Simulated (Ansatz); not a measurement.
# AlSn under changes of volume

One of the cells (25.236 Å³/atom); the others are scaled copies at fixed shape and fractional positions:

```
Sn Al
1.0
     4.19811    0.00000    0.00000
    -2.09905    3.63567    0.00000
     0.00000    0.00000    3.30685
Sn Al
1 1
Direct
  0.33333 0.66667 0.50000
  0.00000 0.00000 0.00000
```

The cell comes from a database or a generator and needn't be the stable form of this composition.

- Program: Ansatz 0.2.0
- Functional: PBE0
- Potentials or basis: Ansatz PAW
- Cutoff: 420 eV (not typed: the program's choice for these potentials)
- k mesh: 4 × 4 × 4
- Occupations: fermi-dirac, width 0.05 eV
- Spin: no spin polarisation

```tsv
volume (Å³/atom)	energy over the lowest point (meV/atom)	pressure (GPa)
23.722	21.42	4.0
24.227	10.67	3.0
24.731	3.37	1.7
25.236	0.00	0.5
25.741	0.22	-0.6
26.245	3.63	-1.6
26.750	?	?
```

Question: What does the run at 26.750 Å³/atom give?

Answer: Energy over the lowest point 9.90 meV/atom; pressure -2.4 GPa.

Worked out: A Birch-Murnaghan fit of order 3 (a polynomial in V^(-2/3)) to the other rows has its minimum at 25.47 Å³/atom with B0 = V·E''(V) = 56 GPa (rough, since the energies scatter) at fixed shape and positions, which overstates the stiffness. It gives 10.48 meV/atom at 26.750 Å³/atom, against the run's 9.90, and -dE/dV = -2.7 GPa, against -2.4.

Energies are extrapolated to zero smearing.

Caveats: all runs use coarse meshes; the PAW data sets come from PBE, with cores solved anew for the run's functional, which leaves a small shift of forces and pressure; the thresholds are loose for stress.
